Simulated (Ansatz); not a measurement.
**C6H10O2: a ladder of functionals and wavefunction methods**

The task here is to estimate one member of a computed series from the others.

The runs use Ansatz 0.2.0, Gaussian basis; functionals in def2-TZVPP, the program's frozen cores in correlated methods.

The runs, in order: LDA (SPW92), PBE-D4, revPBE-D4, BLYP-D4, r2SCAN-D4, B97M-V, PBE0-D4, B3LYP-D4, r2SCANh-D4, r2SCAN0-D4, HSE06-D4, BHLYP-D4, CAM-B3LYP-D4, LC-ωPBE, ωB97X-V, ωB97M-V, B2PLYP, PBE-QIDH; CCSD(T)/def2-SVP; CCSD(T)/def2-TZVPP; MP2/def2-QZVPP; extrapolation to the limit; RPA on PBE.

## Structure used throughout

All runs share one geometry, relaxed beforehand with PBE0-D4 in a triple-zeta def2 set.

SMILES `CC(=O)C(C)C(C)=O`, 18 atoms, charge 0, spin multiplicity 1.

Atoms are counted from 1 here; the program's logs count them from 0.

Bond lengths: C1–C2 1.502 Å, C1–H9 1.088 Å, C1–H10 1.095 Å, C1–H11 1.093 Å, C2–O3 1.206 Å, C2–C4 1.522 Å, C4–C5 1.524 Å, C4–C6 1.525 Å, C4–H12 1.098 Å, C5–H13 1.091 Å, C5–H14 1.092 Å, C5–H15 1.090 Å, C6–C7 1.502 Å, C6–O8 1.204 Å, C7–H16 1.093 Å, C7–H17 1.088 Å, C7–H18 1.093 Å. Angles: C2–C1–H9 110.3°, C2–C1–H10 108.8°, C2–C1–H11 111.2°, H9–C1–H10 109.3°, H9–C1–H11 110.4°, H10–C1–H11 106.8°, C1–C2–O3 122.2°, C1–C2–C4 116.6°, O3–C2–C4 121.2°, C2–C4–C5 109.0°, C2–C4–C6 111.8°, C2–C4–H12 108.1°, C5–C4–C6 111.8°, C5–C4–H12 109.4°, C6–C4–H12 106.7°, C4–C5–H13 110.1°, C4–C5–H14 111.3°, C4–C5–H15 110.0° and more.

The first run:

The input, in.yaml:

```yaml
crystal:
  periodic: [false, false, false]
  atoms:
    - {symbol: C, position_ang: [-2.043273, 1.031140, -0.075325]}
    - {symbol: C, position_ang: [-0.547811, 0.928897, -0.175752]}
    - {symbol: O, position_ang: [0.122059, 1.790959, -0.687103]}
    - {symbol: C, position_ang: [0.093221, -0.308555, 0.436711]}
    - {symbol: C, position_ang: [0.388503, -0.039520, 1.907647]}
    - {symbol: C, position_ang: [1.346468, -0.731091, -0.323358]}
    - {symbol: C, position_ang: [1.204312, -0.930002, -1.805621]}
    - {symbol: O, position_ang: [2.389536, -0.913457, 0.248628]}
    - {symbol: H, position_ang: [-2.372893, 2.032078, -0.347343]}
    - {symbol: H, position_ang: [-2.493029, 0.303884, -0.759303]}
    - {symbol: H, position_ang: [-2.389252, 0.776236, 0.929130]}
    - {symbol: H, position_ang: [-0.620576, -1.139361, 0.353955]}
    - {symbol: H, position_ang: [1.092347, 0.787855, 2.003867]}
    - {symbol: H, position_ang: [-0.522830, 0.206836, 2.456046]}
    - {symbol: H, position_ang: [0.844530, -0.917784, 2.363668]}
    - {symbol: H, position_ang: [1.215812, 0.051496, -2.286733]}
    - {symbol: H, position_ang: [2.038025, -1.521270, -2.179994]}
    - {symbol: H, position_ang: [0.254863, -1.408331, -2.059112]}
basis:
  gaussian: {orbitals: def2-TZVPP}
hamiltonian: {xc: lda}
output: {orbitals: {seedname: orbitals}}
```

On the command line:

```
ansatz run in.yaml --threads 2 --pin off --events-out ev --progress --plain --max-ram 20480MiB --backend cuda --devices 0, --max-vram 18GiB
```

Among the steps run: LDA; PBE-D4 (GGA); revPBE-D4 (GGA); BLYP-D4 (GGA); r2SCAN-D4 (meta-GGA); B97M-V (meta-GGA); PBE0-D4 (hybrid); B3LYP-D4 (hybrid); r2SCANh-D4 (hybrid); r2SCAN0-D4 (hybrid); HSE06-D4 (hybrid); BHLYP-D4 (hybrid); CAM-B3LYP-D4 (range-separated); LC-ωPBE (range-separated); ωB97X-V (range-separated); ωB97M-V (range-separated); B2PLYP (double hybrid); PBE-QIDH (double hybrid).

One table of the session follows, with a row left open; its other results are not shown here.

It belongs to the step «Orbital energies across the functionals». 

```
  functional  HOMO (eV)  gap (eV)
 LDA (SPW92)      -5.86      3.57
      PBE-D4      -5.68      3.65
   revPBE-D4      -5.60      3.68
     BLYP-D4      -5.60      3.70
   r2SCAN-D4      -5.96      4.17
      B97M-V      -6.15      4.47
     PBE0-D4      -7.25      6.37
    B3LYP-D4      -7.03      5.88
  r2SCANh-D4      -6.56      5.18
  r2SCAN0-D4      -7.46      6.70
    HSE06-D4      -6.84      5.58
    BHLYP-D4      -8.80      9.17
CAM-B3LYP-D4      -8.72      9.05
     LC-ωPBE          ?         ?
     ωB97X-V      -9.70     11.18
     ωB97M-V      -9.65     11.03
```

Estimate the missing values for LC-ωPBE.

The run gave: HOMO (eV): -10.00; gap (eV): 11.57. In the column «HOMO (eV)» it is the lowest.
